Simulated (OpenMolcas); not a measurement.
# A OpenMolcas job on SiHSClF (SMILES F[Si](S)Cl)

Wanted: the vertical excitations of SiHSClF.

The results are computed with OpenMolcas 26.06.

## (1) Starting point

The species is SiHSClF (5 atoms), meant as a doublet with charge 0. SMILES: `F[Si](S)Cl`. The shape is that of a PBE0-D4/def2-TZVP optimisation. This is one conformer, not always the lowest.

Bond lengths: F1–Si2 1.595 Å, Si2–S3 2.126 Å, Si2–Cl4 2.048 Å, S3–H5 1.348 Å. Angles: F1–Si2–S3 109.9°, F1–Si2–Cl4 105.6°, S3–Si2–Cl4 112.7°, Si2–S3–H5 93.2°.

## (2) The input as written

The input, struct.xyz:

```xyz
5

F      1.365900     0.779800    -0.805000
Si     0.179200    -0.285900    -0.810900
S     -1.537100     0.537800     0.134500
Cl     0.909900    -1.928000     0.170400
H     -0.867900     0.822600     1.269700
```

The input, step15.inp:

```
* ClFHSSi CASPT2

&GATEWAY
  Coord = struct.xyz
  Basis = ANO-RCC-VDZ
  Group = NoSym
  RICD

&SEWARD

&RASSCF
  FileOrb = $CurrDir/step2.RasOrb
  Spin = 3
  Nactel = 7 0 0
  Inactive = 25
  Ras2 = 7
  CIRoot = 3 3 1
  OrbListing = Nothing

&CASPT2
  Multistate = all
```

On the command line:

```bash
$ export MOLCAS_MEM=1860
$ pymolcas step15.inp > step15.log
```

The program printed:

```text
--- Start Module: gateway ---

                                              &GATEWAY

                       available to each process: 1.9 GB of memory, 1 thread

++    Symmetry information:
      ---------------------

                    Character Table for C1

                             E
                    a        1  x, y, xy, Rz, z, xz, Ry, yz, Rx, I
--

++    Basis set information:
      ----------------------

      Basis set label: F.ANO-RCC...3S2P.

      Electronic valence basis set:
      ------------------
      Associated Effective Charge   9.000000 au
      Associated Actual Charge      9.000000 au
      Nuclear Model: Point charge

      Shell  nPrim  nBasis  Cartesian Spherical Contaminant
         s      14       3        X
         p       9       2        X

      Basis set label: SI.ANO-RCC...4S3P.

      Electronic valence basis set:
      ------------------
      Associated Effective Charge  14.000000 au
      Associated Actual Charge     14.000000 au
      Nuclear Model: Point charge

      Shell  nPrim  nBasis  Cartesian Spherical Contaminant
         s      17       4        X
         p      12       3        X

      Basis set label: S.ANO-RCC...4S3P.

[... 96 lines left out ...]
                  Atomic mean-field integrals
                  RI decomposed two-electron repulsion integrals stored Cholesky style
                   - acCD auxiliary basis
                   - CD Threshold:   1.00E-04

                   Integrals are discarded if absolute value <: 1.00E-14
                   Integral cutoff threshold is set to       <: 1.00E-16

            Nuclear Potential Energy            266.50339021 au

      Basis set specifications :
      Symmetry species         a
      Basis functions           50

--- Stop Module: seward /rc=_RC_ALL_IS_WELL_ ---
--- Module seward spent 1 second ---

--- Start Module: rasscf ---

                                              &RASSCF

                       available to each process: 1.9 GB of memory, 1 thread

 ******************** ERROR *********************
 ###############################################################################
 ###    ERROR: No such wave function.                                        ###
 ###############################################################################
 The following combined specifications are wrong.
 Nr of active electrons NACTEL=   7
 Nr of active orbitals     NAC=   7
 Spin degeneracy         ISPIN=   3
 There can be no such wave function.
 ************************************************
--- Stop Module: rasscf /rc=_RC_INPUT_ERROR_ ---

.####################.
.# User input error #.
.####################.

    Timing: Wall=2.07 User=1.65 System=0.40
```

It took 2.4 s on 1 thread of Arm Neoverse V1, shared host; peak memory 0.079 GiB.

## (3) Diagnosis

The job stopped with an error part of the way.

The log says `ERROR: No such wave function.`. The fault: the electron count doesn't fit the spin or reference typed: an even count needs an odd multiplicity, an odd count an even one.
